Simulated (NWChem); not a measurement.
**A workflow on the pair BNH3F···ZnH2**

Wanted: a single-point energy (singlet ZnBNH5F, wB97X-D3/6-31G*), then a single-point energy (singlet BNH3F, wB97X-D3/6-31G*), then the energy (singlet ZnH2, wB97X-D3/6-31G*), then the energy (singlet BNH3F, wB97X-D3/6-31G*), then a single-point energy (singlet ZnH2, wB97X-D3/6-31G*) of BFH5NZn and its partners. 

The results are computed with NWChem 7.3.0.

## (1) Starting point

ZnBNH5F: 9 atoms, total charge 0, spin state singlet. The two molecules were placed rigidly side by side, at 1 times their contact distance; the pair isn't optimised.

Bond lengths: N1–B2 1.389 Å, B2–F3 1.337 Å, N1–H4 1.004 Å, N1–H5 1.006 Å, B2–H6 1.196 Å, Zn7–H8 1.544 Å, Zn7–H9 1.544 Å. Angles: N1–B2–F3 119.2°, N1–B2–H6 121.8°, F3–B2–H6 119.0°, B2–N1–H4 122.4°, B2–N1–H5 122.9°, H4–N1–H5 114.6°, H8–Zn7–H9 180.0°.

## (2) The energy at wB97X-D3/6-31G(d) (spherical functions) (run 1)

File bfh5nzn.nw:

```
start bfh5nzn
memory total 2200 mb
geometry units angstroms noautosym nocenter noautoz
N       -0.433380       0.111770      -0.574400
B        0.408720      -0.141030       0.501500
F        0.439720       0.721070       1.523600
H       -0.494780      -0.502630      -1.365700
H       -1.028980       0.921370      -0.624500
H        1.108720      -1.110530       0.539500
Zn       0.802550       2.348550       4.166830
H       -0.544920       2.357760       3.412230
H        2.150000       2.339480       4.921450
end
basis spherical bse
* library 6-31G*
end
dft
xc wb97x-d3
grid fine
convergence energy 1e-08
iterations 100
mulliken
print low
end
task dft energy
```

Launch:

```bash
$ nwchem bfh5nzn.nw > bfh5nzn.out
```

What it wrote (excerpt; [...] marks lines left out):

```text
[...]
 d= 0,ls=0.0,diis     1  -1961.4927028283 -2.15D+03  8.52D-03  5.00D-01     5.1
[...]
 d= 0,ls=0.0,diis    10  -1961.5617424783 -1.96D-09  6.58D-07  1.75D-09    45.7
         Total DFT energy =    -1961.561742478303
      One electron energy =    -3101.082918080436
           Coulomb energy =     1049.303361899586
    Exchange-Corr. energy =      -94.569256513326
 Nuclear repulsion energy =      184.788497495826
    Dispersion correction =       -0.001427279953
[...]
      Total Density - Mulliken Population Analysis
     ---------------------------------------------
    Atom       Charge   Shell Charges
 -----------   ------   -------------------------------------------------------
    1 N    7     7.77   2.00  0.76  2.57  0.79  1.64  0.02
    2 B    5     4.57   2.00  0.52  1.39  0.27  0.27  0.12
    3 F    9     9.28   2.00  0.93  3.33  0.99  2.02  0.01
    4 H    1     0.65   0.50  0.14
    5 H    1     0.65   0.50  0.14
    6 H    1     1.07   0.52  0.54
    7 Zn  30    29.81   2.00  2.00  6.00  2.00  6.00  0.87  0.63  0.25  0.15  6.78  3.12  0.00
    8 H    1     1.11   0.48  0.63
    9 H    1     1.11   0.48  0.62
[...]
```

Wall time 47 s (1 thread of Intel Xeon Platinum 8488C (Sapphire Rapids), shared host); peak memory 0.12 GiB.

## (3) BNH3F: the energy at wB97X-D3/6-31G(d) (spherical functions) (run 2)

File run.nw:

```
echo
start run
memory 2200 mb
charge 0
geometry noautosym nocenter noautoz
  N       -0.433380       0.111770      -0.574400
  B        0.408720      -0.141030       0.501500
  F        0.439720       0.721070       1.523600
  H       -0.494780      -0.502630      -1.365700
  H       -1.028980       0.921370      -0.624500
  H        1.108720      -1.110530       0.539500
end
basis spherical bse
  * library 6-31G*
end
dft
  xc wb97x-d3
  grid fine
  convergence energy 1e-08
  iterations 100
  mulliken
  noprint "final vectors analysis"
end
task dft energy
```

Launch:

```bash
$ nwchem run.nw > run.out
```

What it wrote (excerpt; [...] marks lines left out):

```text
[...]
          Wavefunction type:  closed shell.
          No. of atoms     :     6
          No. of electrons :    24
[...]
          Charge           :     0
          Spin multiplicity:     1
[...]
          AO basis - number of functions:    48
[...]
              XC Information
              --------------
                    wb97x-d3  Method XC Functional
                     Hartree-Fock (Exact) Exchange  1.000
                      wb97x-d3 Exchange Functional  1.000
                   wb97x-d3 Correlation Functional  1.000
[...]
 d= 0,ls=0.0,diis     1   -181.2381417242 -2.46D+02  1.31D-02  4.59D-01     1.5
[...]
 d= 0,ls=0.0,diis     9   -181.2922198206 -2.27D-09  9.25D-07  2.73D-09    10.5
         Total DFT energy =     -181.292219820617
      One electron energy =     -378.225347024607
           Coulomb energy =      154.364983346909
    Exchange-Corr. energy =      -22.611976034875
 Nuclear repulsion energy =       65.180627090722
    Dispersion correction =       -0.000507198765
[...]
      Total Density - Mulliken Population Analysis
     ---------------------------------------------
    Atom       Charge   Shell Charges
 -----------   ------   -------------------------------------------------------
    1 N    7     7.77   2.00  0.75  2.57  0.79  1.64  0.02
    2 B    5     4.57   2.00  0.52  1.39  0.27  0.27  0.12
    3 F    9     9.29   2.00  0.93  3.33  0.99  2.03  0.01
    4 H    1     0.65   0.50  0.14
    5 H    1     0.65   0.50  0.15
    6 H    1     1.07   0.52  0.55
[...]
```

Wall time 11 s (1 thread of Intel Xeon Platinum 8488C (Sapphire Rapids), shared host); peak memory 0.11 GiB.

## (4) ZnH2: a single-point energy at wB97X-D3/6-31G(d) (spherical functions) (run 3)

File h2zn.nw:

```
START h2zn
memory 2200 mb

GEOMETRY noautosym nocenter noautoz
  Zn     0.802550     2.348550     4.166830
  H     -0.544920     2.357760     3.412230
  H      2.150000     2.339480     4.921450
END

BASIS spherical bse
  * library 6-31G*
END

DFT
  xc wb97x-d3
  grid fine
  convergence energy 1e-08
  iterations 100
  mulliken
  noprint "final vectors analysis"
END

TASK dft
```

Launch:

```bash
$ nwchem h2zn.nw > h2zn.out
```

What it wrote (excerpt; [...] marks lines left out):

```text
[...]
          Wavefunction type:  closed shell.
          No. of atoms     :     3
          No. of electrons :    32
[...]
          Charge           :     0
          Spin multiplicity:     1
[...]
          AO basis - number of functions:    38
[...]
              XC Information
              --------------
                    wb97x-d3  Method XC Functional
                     Hartree-Fock (Exact) Exchange  1.000
                      wb97x-d3 Exchange Functional  1.000
                   wb97x-d3 Correlation Functional  1.000
[...]
 d= 0,ls=0.0,diis     1  -1780.2516909861 -1.80D+03  1.04D-02  4.85D-02     1.3
[...]
 d= 0,ls=0.0,diis     7  -1780.2673445331 -6.02D-09  7.59D-07  2.67D-10     6.2
         Total DFT energy =    -1780.267344533135
      One electron energy =    -2524.788213021895
           Coulomb energy =      795.749740983664
    Exchange-Corr. energy =      -71.958699418167
 Nuclear repulsion energy =       20.729891509999
    Dispersion correction =       -0.000064586736
[...]
      Total Density - Mulliken Population Analysis
     ---------------------------------------------
    Atom       Charge   Shell Charges
 -----------   ------   -------------------------------------------------------
    1 Zn  30    29.80   2.00  2.00  6.00  2.00  6.00  0.88  0.64  0.25  0.14  6.78  3.12  0.00
    2 H    1     1.10   0.48  0.62
    3 H    1     1.10   0.48  0.62
[...]
```

Wall time 7.2 s (1 thread of Intel Xeon Platinum 8488C (Sapphire Rapids), shared host); peak memory 0.11 GiB.

## (5) BNH3F among ghost functions: a single-point energy at wB97X-D3/6-31G(d) (spherical functions, with ghost functions) (run 4)

File bfh3n.nw:

```
start bfh3n
title "BFH3N wB97X-D3"
memory 2200 mb

geometry units atomic noautosym nocenter noautoz
  N     -0.81896951     0.21121469    -1.08545869
  B      0.77236886    -0.26650808     0.94769765
  F      0.83095037     1.36262482     2.87918672
  H     -0.93499869    -0.94983304    -2.58079897
  H     -1.94449039     1.74113696    -1.18013396
  H      2.09517715    -2.09859755     1.01950724
  bqZn     1.516600     4.438116     7.874168
  bqH     -1.029750     4.455521     6.448180
  bqH      4.062911     4.420976     9.300193
end

basis spherical bse
  N library 6-31G*
  B library 6-31G*
  F library 6-31G*
  H library 6-31G*
  bqZn library Zn 6-31G*
  bqH library H 6-31G*
end

dft
  xc wb97x-d3
  grid fine
  convergence energy 1e-08
  iterations 100
  mulliken
  print low
end

task dft
```

Launch:

```bash
$ nwchem bfh3n.nw > bfh3n.out
```

What it wrote (excerpt; [...] marks lines left out):

```text
[...]
 d= 0,ls=0.0,diis     1   -181.2403151446 -2.46D+02  7.28D-03  4.57D-01     3.7
[...]
 d= 0,ls=0.0,diis     9   -181.2945921827 -2.52D-09  5.47D-07  3.03D-09    39.2
         Total DFT energy =     -181.294592182688
      One electron energy =     -378.168984681612
           Coulomb energy =      154.299441999544
    Exchange-Corr. energy =      -22.605164668124
 Nuclear repulsion energy =       65.180622366334
    Dispersion correction =       -0.000507198830
[...]
      Total Density - Mulliken Population Analysis
     ---------------------------------------------
    Atom       Charge   Shell Charges
 -----------   ------   -------------------------------------------------------
    1 N    7     7.77   2.00  0.75  2.57  0.79  1.64  0.02
    2 B    5     4.57   2.00  0.52  1.39  0.27  0.26  0.12
    3 F    9     9.27   2.00  0.93  3.33  1.00  2.01  0.01
    4 H    1     0.65   0.50  0.14
    5 H    1     0.65   0.50  0.15
    6 H    1     1.07   0.52  0.55
    7 X    0     0.02  -0.00 -0.00  0.00 -0.00  0.00 -0.00  0.00  0.01  0.02 -0.00  0.00  0.00
    8 X    0     0.00  -0.00  0.00
    9 X    0    -0.00   0.00 -0.00
[...]
```

Run time: 40 s. Hardware: 1 thread of Intel Xeon Platinum 8488C (Sapphire Rapids), shared host; peak memory 0.12 GiB.

## (6) ZnH2 among ghost functions: the energy at wB97X-D3/6-31G(d) (spherical functions, with ghost functions) (run 5)

File h2zn.nw:

```
start h2zn
memory total 2200 mb

geometry units au noautosym nocenter noautoz
   Zn  1.51659970  4.43811629  7.87416751
   H  -1.02974956  4.45552067  6.44818017
   H   4.06291117  4.42097647  9.30019264
   bqN     -0.818970     0.211215    -1.085459
   bqB      0.772369    -0.266508     0.947698
   bqF      0.830950     1.362625     2.879187
   bqH     -0.934999    -0.949833    -2.580799
   bqH     -1.944490     1.741137    -1.180134
   bqH      2.095177    -2.098598     1.019507
end

basis spherical bse
   Zn library 6-31G*
   H library 6-31G*
   bqN library N 6-31G*
   bqB library B 6-31G*
   bqF library F 6-31G*
   bqH library H 6-31G*
end

dft
   xc wb97x-d3
   mult 1
   grid fine
   convergence energy 1e-08
   iterations 100
   mulliken
   print low
end

task dft energy
```

Launch:

```bash
$ nwchem h2zn.nw > h2zn.out
```

What it wrote (excerpt; [...] marks lines left out):

```text
[...]
 d= 0,ls=0.0,diis     1  -1780.2519238360 -1.80D+03  4.63D-03  4.87D-02     6.6
[...]
 d= 0,ls=0.0,diis     7  -1780.2676032306 -6.09D-09  3.47D-07  2.78D-10    33.1
         Total DFT energy =    -1780.267603230566
      One electron energy =    -2524.783952564864
           Coulomb energy =      795.744951561698
    Exchange-Corr. energy =      -71.958427637030
 Nuclear repulsion energy =       20.729889996365
    Dispersion correction =       -0.000064586734
[...]
      Total Density - Mulliken Population Analysis
     ---------------------------------------------
    Atom       Charge   Shell Charges
 -----------   ------   -------------------------------------------------------
    1 Zn  30    29.80   2.00  2.00  6.00  2.00  6.00  0.88  0.64  0.25  0.14  6.78  3.12  0.00
    2 H    1     1.10   0.48  0.62
    3 H    1     1.10   0.48  0.62
    4 X    0    -0.00   0.00  0.00  0.00 -0.00 -0.00 -0.00
    5 X    0     0.00  -0.00 -0.00 -0.00  0.00  0.00 -0.00
    6 X    0     0.00  -0.00 -0.00 -0.00  0.00  0.00 -0.00
    7 X    0    -0.00  -0.00 -0.00
    8 X    0     0.00   0.00  0.00
    9 X    0     0.00  -0.00  0.00
[...]
```

Run time: 34 s. Hardware: 1 thread of Intel Xeon Platinum 8488C (Sapphire Rapids), shared host; peak memory 0.12 GiB.

## (7) Outcome

```
                                                                                                                 quantity           value
                                                                                     run 1, wB97X-D3/6-31G*: total energy  -1961.56174 Eh
                                                                                run 1, wB97X-D3/6-31G*: dispersion energy    -3.75 kJ/mol
                                                                                                      BNH3F: total energy   -181.29222 Eh
                                                                                                     BNH3F: dipole moment          2.40 D
                                                                                                 BNH3F: dispersion energy    -1.33 kJ/mol
                                                                                                       ZnH2: total energy  -1780.26734 Eh
                                                                                                      ZnH2: dipole moment          0.00 D
                                                                                                  ZnH2: dispersion energy    -0.17 kJ/mol
                                                                                BNH3F among ghost functions: total energy   -181.29459 Eh
                                                                           BNH3F among ghost functions: dispersion energy    -1.33 kJ/mol
                                                                                 ZnH2 among ghost functions: total energy  -1780.26760 Eh
                                                                            ZnH2 among ghost functions: dispersion energy    -0.17 kJ/mol
              interaction energy of the rigid parts BNH3F and ZnH2 (parts in their own basis; closest atoms 2.69 Å apart)       -0.059 eV
interaction energy of the rigid parts BNH3F and ZnH2 (parts in the whole basis, counterpoise; closest atoms 2.69 Å apart)        0.012 eV
```

In words: The interaction energy of the rigid parts BNH3F and ZnH2 (parts in their own basis; closest atoms 2.69 Å apart) is −0.06 eV (−1.4 kcal/mol). Without counterpoise this holds the superposition error of the basis. The interaction energy of the rigid parts BNH3F and ZnH2 (parts in the whole basis, counterpoise; closest atoms 2.69 Å apart) is 0.01 eV (0.3 kcal/mol). The basis-set superposition error is 6.9 kJ/mol. It is larger than the uncorrected attraction, which is thus an artefact of the basis. Mulliken charges (run 1, wB97X-D3/6-31G*) run from -0.77 on N1 to +0.43 on B2; they depend strongly on the basis.
